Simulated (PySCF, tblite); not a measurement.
# C5H6BFO2: geometry, infrared bands and NMR shifts

Aim: predict the infrared bands and NMR shifts of C5H6BFO2 (`COc1ccoc1BF`).

Programs: tblite 0.8.0 and PySCF 2.14.0, with density-fitted response routines of our own. Each step states its level of theory. These are calculated values for one molecule in the gas phase, unless marked as measured. Atoms count from 0, in the outputs and in this text.

## 1. Starting geometry

15 atoms, charge 0, multiplicity 1; geometry from: force field or distance geometry start.

Bonds of the start (Å): C0–O1 1.43, O1–C2 1.39, C2–C3 1.39, C3–C4 1.38, C4–O5 1.32, O5–C6 1.31, C6–B7 1.56, B7–F8 1.45, C6–C2 1.38, C0–H9 1.11, C0–H10 1.11, C0–H11 1.10, C3–H12 1.08, C4–H13 1.08, B7–H14 1.17.

## 2. Optimising the geometry with GFN2-xTB

What the job is given:

```
{"job": {"kind": "relax", "xc": "GFN2-xTB", "basis": "xTB"}, "charge": 0, "multiplicity": 1}
C      2.378200    -0.527800    -0.403900
O      0.992000    -0.880100    -0.318900
C      0.001800     0.032700     0.010100
C      0.141300     1.390900     0.260900
C     -1.136600     1.843200     0.530400
O     -2.003900     0.855800     0.420400
C     -1.351200    -0.240800     0.110000
B     -2.026600    -1.630000    -0.088300
F     -3.458400    -1.771900     0.056700
H      2.504600     0.239600    -1.191000
H      2.723300    -0.129700     0.569200
H      2.961000    -1.427000    -0.662200
H      1.052300     1.961400     0.287100
H     -1.397800     2.863400     0.765800
H     -1.384400    -2.571600    -0.368200
```

Run with:

```sh
> OMP_NUM_THREADS=1 python probes_run.py task.json out
```

This one command runs all jobs of the session in turn.

**Question.** This job is followed by: GFN2-xTB harmonic vibrations, gas phase; GIAO PBE0/pcSseg-1 NMR shielding, non-relativistic, gas phase. What will the session give for the following? strongest single infrared mode (GFN2-xTB); zero-point energy (GFN2-xTB); ¹³C shifts against TMS (PBE0/pcSseg-1); ¹H shifts against TMS (PBE0/pcSseg-1, means over atoms taken as alike); ¹⁷O shifts against H2O (PBE0/pcSseg-1); ¹¹B shifts against BF3·OEt2 (PBE0/pcSseg-1); ¹⁹F shifts against CFCl3 (PBE0/pcSseg-1); surface potential, 1st and 99th percentile.

The runs gave:

```
                                                              quantity                                 value
                             strongest single infrared mode (GFN2-xTB)                 1266 cm⁻¹, 331 km/mol
                                          zero-point energy (GFN2-xTB)                         65.8 kcal/mol
                                ¹³C shifts against TMS (PBE0/pcSseg-1)  178.7, 154.5, 148.6, 103.9, 58.7 ppm
¹H shifts against TMS (PBE0/pcSseg-1, means over atoms taken as alike)            7.61, 6.26, 5.35, 4.02 ppm
                                ¹⁷O shifts against H2O (PBE0/pcSseg-1)                       291.7, 86.4 ppm
                           ¹¹B shifts against BF3·OEt2 (PBE0/pcSseg-1)                              37.2 ppm
                              ¹⁹F shifts against CFCl3 (PBE0/pcSseg-1)                             -66.1 ppm
                                 surface potential, 1st and 99th percentile                    -1.20 V and 1.41 V
```

**Reading.** The optimisation took 38 steps and gained 0.484 eV; among the close pairs (by a distance rule), B7–F8 changed most, from 1.446 to 1.323 Å. No mode is imaginary among the 39: a minimum at this level. The strongest single mode, at 1266 cm⁻¹, has its largest shares on C4, O5, B7 and C2 (the list is cut at 4 atoms). Unscaled tight-binding wavenumbers are off by several per cent, some by more. Its intensities can rank the bands wrongly. At PBE0/pcSseg-1: The widest tensor belongs to F8: span 471 ppm, with a paramagnetic part of -226 ppm. NICS(1)zz of -24 ppm above the planar ring from C2 marks a diatropic (aromatic) ring current. At PBE0/pcSseg-1, counted by nearest atom on the grid, the HOMO lies on C6 38 %; O1 15 %, the LUMO on B7 27 %; C4 17 %.
